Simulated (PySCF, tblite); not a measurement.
**C2H12B2N2: a rotation path, then NMR shifts on frames, part 1 of 2**

Aim: move C2H12B2N2 (`CC[NH+]1[BH2-][NH2+][BH2-]1`) away from its starting geometry and see how NMR shifts follow the geometry.

Programs: tblite 0.8.0 and PySCF 2.14.0, with density-fitted response routines of our own. Each step states its level of theory. These are calculated values for one molecule in the gas phase, unless marked as measured. Atoms count from 0, in the outputs and in this text.

## Step 1: The starting structure

18 atoms, charge 0, multiplicity 1; geometry from: GFN2-xTB.

Bonds of the start (Å): C0–C1 1.52, C1–N2 1.46, N2–B3 1.59, B3–N4 1.59, N4–B5 1.59, B5–N2 1.59, C0–H6 1.09, C0–H7 1.09, C0–H8 1.09, C1–H9 1.09, C1–H10 1.10, N2–H11 1.01, B3–H12 1.19, B3–H13 1.19, N4–H14 1.01, N4–H15 1.01, B5–H16 1.19, B5–H17 1.19.

## Step 2: A band between two rotamers with GFN2-xTB

What the job is given:

```
{"job": {"kind": "neb", "xc": "GFN2-xTB", "basis": "xTB", "atoms": [0, 1, 2, 5], "turn": 120}, "charge": 0, "multiplicity": 1}
C      2.377535    -0.012906    -0.048956
C      1.099834    -0.491743     0.628319
N     -0.049872    -0.397917    -0.263135
B     -1.476683    -0.824027     0.294710
N     -2.105439     0.580135    -0.093564
B     -0.665087     1.032098    -0.587559
H      2.616362    -0.640766    -0.905559
H      3.212595    -0.048028     0.645883
H      2.251723     1.009728    -0.395311
H      0.892560     0.123119     1.505988
H      1.218573    -1.529793     0.961660
H      0.177622    -0.900896    -1.112878
H     -1.953571    -1.718932    -0.326155
H     -1.455213    -0.989320     1.469713
H     -2.483605     1.111549     0.678976
H     -2.807722     0.543190    -0.820036
H     -0.647679     1.279911    -1.750317
H     -0.210693     1.880915     0.106565
```

With the program's defaults for keys left out, this is: GFN2-xTB climbing-image nudged elastic band, gas phase.

On the command line:

```console
OMP_NUM_THREADS=1 python probes_run.py task.json out
```

This one command runs all jobs of the session in turn.

Output:

```text
image   E - E0 / eV
  0       0.0000
  1       0.0336
  2       0.1232
  3       0.2122
  4       0.2562
  5       0.2425
  6       0.1888
  7       0.1408
  8       0.1228
```

It took 1.9 s on 1 thread of Intel Xeon 6975P-C, shared host; peak memory 0.18 GiB.

The final band, with the dihedral C0–C1–N2–B5:

```csv
image,dihedral (°),energy (eV),energy (kcal/mol)
0,-74,0.000,0.0
1,-58,0.034,0.8
2,-42,0.123,2.8
3,-26,0.212,4.9
4,-8,0.256,5.9
5,9,0.242,5.6
6,26,0.189,4.4
7,44,0.141,3.2
8,55,0.123,2.8
```

## Step 3: Nuclear shieldings: image 0, PBE0/pcSseg-1

What the job is given:

```
{"job": {"kind": "nmr", "xc": "PBE0", "basis": "pcSseg-1", "pop": false}, "charge": 0, "multiplicity": 1}
C      2.377500    -0.012900    -0.049000
C      1.099800    -0.491700     0.628300
N     -0.049900    -0.397900    -0.263100
B     -1.476700    -0.824000     0.294700
N     -2.105400     0.580100    -0.093600
B     -0.665100     1.032100    -0.587600
H      2.616400    -0.640800    -0.905600
H      3.212600    -0.048000     0.645900
H      2.251700     1.009700    -0.395300
H      0.892600     0.123100     1.506000
H      1.218600    -1.529800     0.961700
H      0.177600    -0.900900    -1.112900
H     -1.953600    -1.718900    -0.326200
H     -1.455200    -0.989300     1.469700
H     -2.483600     1.111500     0.679000
H     -2.807700     0.543200    -0.820000
H     -0.647700     1.279900    -1.750300
H     -0.210700     1.880900     0.106600
```

Method: GIAO PBE0/pcSseg-1 NMR shielding, non-relativistic, gas phase.

Output:

```text
coarse grid: 13912 points
cycle   1  E = -242.3133442792  dE =  5.230e-01  |g| = 4.093e-01  |ddm| = 3.446e+00
cycle   2  E = -242.3238265922  dE = -1.048e-02  |g| = 3.969e-01  |ddm| = 7.921e-01
cycle   3  E = -242.3639944192  dE = -4.017e-02  |g| = 5.656e-02  |ddm| = 3.917e-01
cycle   4  E = -242.3646062251  dE = -6.118e-04  |g| = 2.534e-02  |ddm| = 6.470e-02
cycle   5  E = -242.3647356070  dE = -1.294e-04  |g| = 3.424e-03  |ddm| = 1.557e-02
cycle   6  E = -242.3647377475  dE = -2.141e-06  |g| = 1.547e-03  |ddm| = 3.963e-03
final grid: 131280 points
cycle   7  E = -242.3904247346  dE = -6.493e-05  |g| = 9.907e-03  |ddm| = 3.364e-02
cycle   8  E = -242.3904154436  dE =  9.291e-06  |g| = 1.198e-02  |ddm| = 1.846e-02
cycle   9  E = -242.3904488113  dE = -3.337e-05  |g| = 9.403e-04  |ddm| = 9.790e-03
cycle  10  E = -242.3904489954  dE = -1.841e-07  |g| = 2.185e-04  |ddm| = 6.799e-04
cycle  11  E = -242.3904490047  dE = -9.264e-09  |g| = 5.983e-05  |ddm| = 1.766e-04
cycle  12  E = -242.3904490055  dE = -8.082e-10  |g| = 1.706e-05  |ddm| = 6.304e-05
converged SCF energy = -242.3904490055

GIAO shielding tensors (ppm)
atom      isotropic    diamagn.    paramagn.     s11        s22        s33       span
  0 C      169.979     247.724     -77.745    153.774    168.936    187.225     33.451
  1 C      135.405     244.506    -109.101    113.668    126.228    166.317     52.649
  2 N      222.776     322.152     -99.376    198.718    222.538    247.072     48.355
  3 B      112.661     191.154     -78.493     97.620    108.082    132.281     34.661
  4 N      247.512     318.599     -71.087    236.431    238.188    267.916     31.485
  5 B      112.337     191.960     -79.623     98.882    106.661    131.468     32.587
  6 H       31.026      29.851       1.176     27.077     28.997     37.005      9.927
  7 H       30.681      27.979       2.702     26.292     27.602     38.150     11.859
  8 H       30.325      30.227       0.099     25.976     29.951     35.049      9.072
  9 H       29.044      31.481      -2.437     24.766     29.215     33.150      8.384
 10 H       28.908      30.437      -1.529     24.030     28.366     34.329     10.299
 11 H       30.200      35.163      -4.963     22.666     29.307     38.628     15.962
 12 H       28.369      31.188      -2.819     24.745     28.648     31.715      6.971
 13 H       28.661      31.375      -2.714     24.918     29.481     31.583      6.665
 14 H       30.007      30.611      -0.604     23.178     26.647     40.195     17.018
 15 H       29.998      29.976       0.021     23.557     26.017     40.418     16.861
 16 H       28.374      31.949      -3.575     24.634     29.014     31.472      6.838
 17 H       28.643      32.272      -3.629     24.467     30.221     31.241      6.774
```

It took 16 s on 1 thread of Intel Xeon 6975P-C, shared host; peak memory 0.74 GiB.

Shifts follow as δ = σ(reference) − σ, with reference shieldings (ppm) from runs at the same level and on the same kind of geometry: 1H TMS 31.72, 13C TMS 186.9, 15N NH3 267.7, 11B BF3·OEt2 100.1. The references are single molecules in the gas phase, so shifts against H2O, NH3, PH3, H3PO4 or CFCl3 are not on the usual liquid scales and can be off by tens of ppm. Each atom is listed at this fixed geometry, with no averaging over motion; a spectrum would average atoms that exchange fast.

```csv
atoms,environment,σ (ppm),δ (ppm)
C1,sp3 CH2 bonded to N,135.4,51.5
C0,methyl carbon,170.0,16.9
H12,"hydrogen on a boron bonded to 2 N, in a 4-membered ring",28.37,3.35
H16,"hydrogen on a boron bonded to 2 N, in a 4-membered ring",28.37,3.34
H17,"hydrogen on a boron bonded to 2 N, in a 4-membered ring",28.64,3.07
H13,"hydrogen on a boron bonded to 2 N, in a 4-membered ring",28.66,3.06
H10,hydrogen on an sp3 CH2 bonded to N,28.91,2.81
H9,hydrogen on an sp3 CH2 bonded to N,29.04,2.67
H15,hydrogen on a donor nitrogen of a Lewis adduct,30.00,1.72
H14,hydrogen on a donor nitrogen of a Lewis adduct,30.01,1.71
H11,hydrogen on a donor nitrogen of a Lewis adduct,30.20,1.52
H8,hydrogen on a methyl carbon,30.33,1.39
H7,hydrogen on a methyl carbon,30.68,1.04
H6,hydrogen on a methyl carbon,31.03,0.69
N2,donor nitrogen of a Lewis adduct,222.8,45.0
N4,donor nitrogen of a Lewis adduct,247.5,20.2
B5,"boron bonded to 2 N, 2 H, in a 4-membered ring",112.3,-12.3
B3,"boron bonded to 2 N, 2 H, in a 4-membered ring",112.7,-12.6
```

Ring of atoms N2, B3, N4, B5: NICS(0) -4.8, NICS(1) -0.3, NICS(1)zz 2.1 ppm (means of both faces).

Orbitals, density, ELF and potential are computed afterwards from the orbital file.

Frontier orbitals at PBE0/pcSseg-1, with the share of their density that lies nearest to each atom:

```csv
orbital,energy (eV),lies on
HOMO,-7.85,"N2 22 %; H12, H16 about 14 % each; N4 12 %"
LUMO,1.12,"H14, H15 about 27 % each; N4 7 %"
```

ELF in a plane through or near 7 of the atoms.

Values, 10 rows by 14 columns:
```
0.00 0.00 0.00 0.00 0.00 0.00 0.00 0.00 0.00 0.00 0.00 0.00 0.00 0.00
0.00 0.00 0.00 0.00 0.00 0.00 0.00 0.01 0.02 0.00 0.00 0.00 0.00 0.00
0.00 0.00 0.00 0.01 0.31 0.01 0.03 0.18 0.43 0.06 0.00 0.00 0.00 0.00
0.00 0.00 0.01 0.34 1.00 0.90 0.07 0.43 0.26 0.26 0.21 0.07 0.00 0.00
0.00 0.00 0.23 0.50 0.67 0.45 0.20 0.64 0.14 0.80 0.90 0.68 0.00 0.00
0.00 0.00 0.75 0.91 0.51 0.73 0.89 0.55 0.33 0.93 0.58 0.11 0.00 0.00
0.00 0.00 0.07 0.15 0.14 0.95 0.45 0.41 0.15 0.13 0.10 0.00 0.00 0.00
0.00 0.00 0.00 0.00 0.71 1.00 0.54 0.03 0.69 0.41 0.07 0.00 0.00 0.00
0.00 0.00 0.00 0.00 0.02 0.29 0.01 0.01 0.10 0.05 0.01 0.00 0.00 0.00
0.00 0.00 0.00 0.00 0.00 0.00 0.00 0.00 0.00 0.00 0.00 0.00 0.00 0.00
```
The map spans 11.7 Å across and 9.0 Å up, centred on the molecule. Atoms in the plane (x, y in Å): C0 (-2.4, 0.3), C1 (-1.2, -0.6), B3 (1.4, -1.0), N4 (2.1, 0.3), B5 (0.8, 1.1), H8 (-2.1, 1.3), H10 (-1.4, -1.7).

On the surface of density 0.002 e/bohr³ the electrostatic potential runs, from the 1st to the 99th percentile, from -1.01 to 1.71 V.

## Step 4: NMR shieldings: image 2, PBE0/pcSseg-1

What the job is given:

```
{"job": {"kind": "nmr", "xc": "PBE0", "basis": "pcSseg-1", "pop": false}, "charge": 0, "multiplicity": 1}
C      2.285400     0.189600     0.095100
C      1.124000    -0.692900     0.535600
N     -0.079500    -0.536800    -0.286100
B     -1.502500    -0.739100     0.401800
N     -2.018800     0.669800    -0.109000
B     -0.595800     0.893800    -0.769600
H      2.577200    -0.025100    -0.929800
H      3.140300     0.028000     0.747300
H      1.999300     1.234600     0.154600
H      0.864100    -0.449400     1.567300
H      1.436100    -1.743800     0.512600
H      0.017600    -1.137300    -1.094800
H     -2.114300    -1.640300    -0.072300
H     -1.414900    -0.765200     1.585800
H     -2.244500     1.330000     0.622500
H     -2.796100     0.639100    -0.754500
H     -0.653600     0.948100    -1.956800
H     -0.032900     1.803100    -0.261400
```

Level: GIAO PBE0/pcSseg-1 NMR shielding, non-relativistic, gas phase.

Output:

```text
coarse grid: 13912 points
cycle   1  E = -242.3093055491  dE =  5.219e-01  |g| = 4.122e-01  |ddm| = 3.454e+00
cycle   2  E = -242.3191861626  dE = -9.881e-03  |g| = 4.025e-01  |ddm| = 7.976e-01
cycle   3  E = -242.3603496564  dE = -4.116e-02  |g| = 5.560e-02  |ddm| = 3.954e-01
cycle   4  E = -242.3609430698  dE = -5.934e-04  |g| = 2.501e-02  |ddm| = 6.497e-02
cycle   5  E = -242.3610688829  dE = -1.258e-04  |g| = 3.607e-03  |ddm| = 1.554e-02
cycle   6  E = -242.3610712447  dE = -2.362e-06  |g| = 1.535e-03  |ddm| = 4.067e-03
final grid: 131280 points
cycle   7  E = -242.3861110656  dE = -5.980e-05  |g| = 9.464e-03  |ddm| = 3.127e-02
cycle   8  E = -242.3861028142  dE =  8.251e-06  |g| = 1.139e-02  |ddm| = 1.712e-02
cycle   9  E = -242.3861329939  dE = -3.018e-05  |g| = 8.383e-04  |ddm| = 9.255e-03
cycle  10  E = -242.3861331390  dE = -1.451e-07  |g| = 2.103e-04  |ddm| = 6.198e-04
cycle  11  E = -242.3861331477  dE = -8.716e-09  |g| = 5.474e-05  |ddm| = 1.747e-04
cycle  12  E = -242.3861331484  dE = -6.905e-10  |g| = 1.545e-05  |ddm| = 5.856e-05
converged SCF energy = -242.3861331484

GIAO shielding tensors (ppm)
atom      isotropic    diamagn.    paramagn.     s11        s22        s33       span
  0 C      171.543     247.377     -75.834    156.861    171.490    186.279     29.418
  1 C      137.027     243.482    -106.455    105.999    134.224    170.858     64.859
  2 N      229.513     321.770     -92.257    211.467    221.688    255.384     43.917
  3 B      110.610     190.715     -80.105     95.701    105.516    130.612     34.911
  4 N      247.486     318.616     -71.130    236.030    237.905    268.523     32.493
  5 B      115.747     191.357     -75.610    100.350    112.727    134.165     33.815
  6 H       30.980      29.771       1.208     27.025     28.896     37.018      9.993
  7 H       30.873      27.992       2.881     26.588     27.790     38.243     11.655
  8 H       29.622      30.373      -0.750     24.760     29.937     34.170      9.409
  9 H       28.957      30.983      -2.026     23.880     29.670     33.320      9.440
 10 H       28.802      30.024      -1.221     23.656     28.324     34.428     10.772
 11 H       29.670      34.429      -4.759     21.485     28.352     39.173     17.688
 12 H       28.265      30.946      -2.682     24.682     28.522     31.590      6.908
 13 H       28.611      31.243      -2.632     24.790     29.536     31.506      6.716
 14 H       29.923      30.899      -0.976     23.120     26.658     39.991     16.872
 15 H       30.076      29.866       0.210     23.609     26.080     40.541     16.932
 16 H       28.558      31.919      -3.360     24.822     29.035     31.818      6.996
 17 H       28.359      32.333      -3.973     23.853     30.109     31.117      7.264
```

It took 12 s on 1 thread of Intel Xeon 6975P-C, shared host; peak memory 0.76 GiB.

This run: δ C1 49.9, C0 15.4, N2 38.2, N4 20.2, H12 3.45, H17 3.36 ppm.

(Continued in part 2 of 2.)
